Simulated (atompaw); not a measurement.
# Molybdenum: generating and testing a PAW (atompaw) potential

Task: generate the file, and judge it by its logarithmic derivatives, its ghosts and its cutoff.

Program: atompaw 4.2.0.5. Reference atom: LDA (PW92), scalar-relativistic, spherical and spin-unpolarised. All values are calculated.

**1. Settings**

Typed settings, in words:

| Item | Value |
| --- | --- |
| element | molybdenum (Mo, Z = 42) |
| type | PAW |
| frozen core | [Kr] |
| valence charge | 6 |
| reference configuration | 4d5 5s0 5p0 (charge +1) |
| partial waves | 5s (bound, empty): rc 3.00 bohr; 5s channel at 2.25 Ry: rc 3.00 bohr; 5p (bound, empty): rc 3.00 bohr; 5p channel at 0.3 Ry: rc 3.00 bohr; 4d (bound): rc 1.60 bohr; 4d channel at 3.4 Ry: rc 1.60 bohr |
| local potential | ultrasoft scheme with l = 3 at 0 Ry, radius 2.50 bohr |
| core correction | smooth core density matched at 2.40 bohr |
| augmentation charge | sinc compensation charge, radius 2.90 bohr; PAW radius 3.00 bohr; waves and projectors: custom polynom2 7 10 vanderbiltortho |

The outer shells as boxes (Hund's rule for the drawing; the calculation is spin-unpolarised):

```
[Kr] core
4d [↑ ][↑ ][↑ ][↑ ][↑ ]
5s [  ]
5p [  ][  ][  ]
```

The nodes and maxima of the atom's own shells, from an earlier all-electron run, set the scale for the radii.

All-electron outer shells of the reference configuration (LDA (PW92), scalar-relativistic, ld1.x):

| shell | level (eV) | outermost node (bohr) | outermost maximum (bohr) |
| --- | --- | --- | --- |
| 4s | -71.27 | 0.51 | 0.99 |
| 4p | -45.46 | 0.52 | 1.06 |
| 4d | -10.66 | 0.53 | 1.38 |
| 5s | -10.14 | 1.34 | 2.79 |
| 5p | -6.07 | 1.53 | 3.49 |

**2. Generating the potential**

Mo.input

```
Mo 42
LDA-PW scalarrelativistic loggrid 1500 logderivrange -3 5 201
5 5 4 0 0 0
5 0 0
5 1 0
4 2 5
0 0 0
c
c
c
c
v
c
c
c
v
c
v
2
3.00 2.90 2.50 2.40
y
2.25
n
y
0.3
n
y
3.4
n
custom polynom2 7 10 vanderbiltortho sinc
3 0 ultrasoft
3.00
3.00
3.00
3.00
1.60
1.60
PWSCFOUT
UPFDX 0.0125d0 UPFXMIN -7.d0 UPFZMESH 42.d0
END
```

Command:

```bash
atompaw < Mo.input > Mo.log
```

**Question.** What will these runs give? Wanted: cutoffs for 10 and 1 mRy, occupied levels; bound ghosts; largest phase difference near zero energy, channels read; lowest eigenvalue of the overlap; share of valence orbitals outside the PAW sphere; UPF file.

**Answer**, as computed:

```
                                                quantity                      value
               cutoffs for 10 and 1 mRy, occupied levels           25 Ry and 160 Ry
                                            bound ghosts                 none found
largest phase difference near zero energy, channels read                  0.016 rad
         lowest eigenvalue of the overlap (Bessel basis)                  0.781 (s)
        share of valence orbitals outside the PAW sphere  5s 53 %, 5p 77 %, 4d 11 %
                                                UPF file                    written
```

It counts as soft on the atom at that tolerance, with 25 Ry needed at the looser tolerance. The tighter tolerance needs 160 Ry, and converged work needs a cutoff nearer that. It is free of bound ghosts as far as tested. Near zero energy the phases of the channels with partial waves agree within 0.016 rad.
